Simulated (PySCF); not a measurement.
**[Yb(CO)]2+: other functionals and bases at one geometry**

The task here is to estimate one member of a computed series from the others.

The runs use PySCF 2.14.0; several levels, as the steps say, no spin–orbit coupling.

1 further run of the same task is left out (for a known fault of the program).

### The system as given

3 atoms, charge 2, spin multiplicity 1.

Bond lengths: Yb1–C2 2.652 Å, C2–O3 1.114 Å. Angles: Yb1–C2–O3 180.0°.

Coordinates:

| atom | x (Å) | y (Å) | z (Å) |
| --- | --- | --- | --- |
| Yb1 | 0.00000 | 0.00000 | -0.54669 |
| C2 | 0.00000 | 0.00000 | 2.10562 |
| O3 | 0.00000 | 0.00000 | 3.21991 |

Formal oxidation states: Yb +2. An earlier session relaxed this geometry at PBE0, Yb def2-SVP with ECP28, C def2-SVP, O def2-SVP (singlet, point group C∞v).

At PBE0 on the finer grid: E = -1271.639041 Eh, HOMO -19.45 eV, LUMO -12.63 eV, Mulliken charge on Yb1 +1.82 e, largest force component 0.001 eV/Å. 

Levels to run: CAM-B3LYP; M06-L; PBE0, TZVP. Hardware: 2 threads of Arm Neoverse V1, shared host.

Set-up of the first run:

Input file run.py (the lines that set the calculation):

```python
mol = gto.M(atom='''
Yb     0.00000     0.00000    -0.54669
C      0.00000     0.00000     2.10562
O      0.00000     0.00000     3.21991''',
    basis={'Yb': 'def2-SVP', 'C': 'def2-SVP', 'O': 'def2-SVP'},
    ecp={'Yb': 'def2-SVP'},
    charge=2, spin=0)
mf = dft.RKS(mol, xc='CAMB3LYP')
mf.grids.atom_grid = (75, 302)  # f atoms: unpruned, at least (60, 302)
mf = mf.density_fit()  # fitting sets: Yb def2-universal-JKFIT, C def2-universal-JKFIT, O def2-universal-JKFIT
mf.conv_tol = 1e-08; mf.max_cycle = 55
mf.kernel(dm0)  # dm0: the density of the relaxed state
```

Started as:

```
$ OMP_NUM_THREADS=2 python run.py
```

Among the steps run: CAM-B3LYP; M06-L; PBE0, TZVP.

One table of the session follows, with a row left open; its other results are not shown here.

| level | HOMO (eV) | gap (eV) | charge on Yb1 (e) | dipole (D) | largest force component (eV/Å) |
| --- | --- | --- | --- | --- | --- |
| PBE0 (relaxed here) | -19.45 | 6.82 | 1.82 | 1.52 | 0.00 |
| CAM-B3LYP | -20.89 | 8.79 | 1.80 | 1.54 | 0.28 |
| M06-L | ? | ? | ? | ? | ? |
| PBE0, TZVP | -19.37 | 6.70 | 1.77 | 1.49 | 0.67 |

**Question.** Estimate the row for M06-L.

**Answer.** HOMO (eV): -16.04; gap (eV): 3.09; charge on Yb1 (e): 1.86; dipole (D): 1.62; largest force component (eV/Å): 0.76. In the column «HOMO (eV)» it is the highest.

The dipole of a charged species depends on the origin, so these sizes hold for this origin alone.

In one basis the HOMO–LUMO gap runs from 3.09 eV (M06-L) to 8.79 eV (CAM-B3LYP). The largest leftover force, 0.76 eV/Å with M06-L, stands at a geometry relaxed at another level. Total energies of different levels can't be compared.
